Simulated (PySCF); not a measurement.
Runs of PySCF 2.14.0 on LiH (HLi). The cell holds a molecule in a box, 2 atoms: a = 9.000 Å, b = 9.000 Å, c = 11.000 Å, α = 90.00°, β = 90.00°, γ = 90.00°. 

| task | level | conv_tol | exxdiv | grid for exchange and correlation | three-body dispersion term | gap on the mesh (eV) |
| --- | --- | --- | --- | --- | --- | --- |
| excitation energies (Tamm-Dancoff) | PBE0 | 1e-08 Ha | ewald | Becke, atom-centred | - | 5.53 |
| atomic charges | PW91+D4 | 1e-07 Ha | - | Becke, atom-centred | yes | (a) |
| atomic charges | HSE03+D4 | 1e-07 Ha | ewald | Becke, atom-centred | yes | 4.88 |
| CCSD(T) correlation energy | HF | 1e-08 Ha | ewald | - | - | 10.64 |

Alike in all rows: potentials or basis pob-tzvp-rev2 (all-electron); no spin polarisation; cell as given; k mesh 1 × 1 × 1; smearing fixed.

Problem. Fill in the values left out.

Solution. (a) 3.28.

Caveats: this is a molecule in a periodic box at the Γ point, so its band gap is the HOMO-LUMO gap; the basis of atomic orbitals isn't converged, which shifts pressures, moduli and gaps; the basis is small and the box finite, so much correlation energy is missing and levels can be off by tenths of an eV (some runs); the iterative solver can pass over a root and still report convergence (some runs); this program's HSE differs a little from the usual definition (some runs).

Runs at the PBE level aren't shown here.
